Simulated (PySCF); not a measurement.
# C3BCl2F3: the cost of one run

The runs use PySCF 2.14.0, with density-fitted response routines of our own; the level of theory stands in each step. All values are computed, except where a source is named. Atoms count from 0, in the outputs and in this text.

## 1. Starting geometry

9 atoms, charge 0, multiplicity 1; geometry from: GFN2-xTB. The atoms were then displaced at random by about 0.01 Å, so the start is not that level's minimum.

Bonds of the start (Å): F0–C1 1.36, C1–F2 1.35, C1–F3 1.33, C1–C4 1.46, C4–C5 1.21, C5–B6 1.53, B6–Cl7 1.72, B6–Cl8 1.71.

## 2. Optimising the geometry at PBE0-D3(BJ)/def2-SVP

The job: settings as JSON, then the geometry in Å.

```
{"job": {"xc": "PBE0", "basis": "def2-SVP", "d3": "d3bj", "grid": 1, "shake": 0.01, "kind": "geom"}, "charge": 0, "multiplicity": 1}
F     -2.122040    -1.448270     0.752140
C     -1.852100    -0.295130     0.092480
F     -2.425180    -0.385150    -1.128740
F     -2.434880     0.709830     0.734390
C     -0.407970    -0.072750     0.006030
C      0.780290     0.126020    -0.046970
B      2.294500     0.357320    -0.123330
Cl     2.914390     1.408030    -1.336060
Cl     3.310800    -0.417060     1.016330
```

Started as:

```
$ OMP_NUM_THREADS=1 python probes_run.py task.json out
```

The driver reads the jobs from task.json and runs them one after another.

Q: Estimate the wall time and peak memory of this first job on 1 thread of Arm Neoverse V1, shared host.

About 74 s, with a peak of 0.53 GiB.
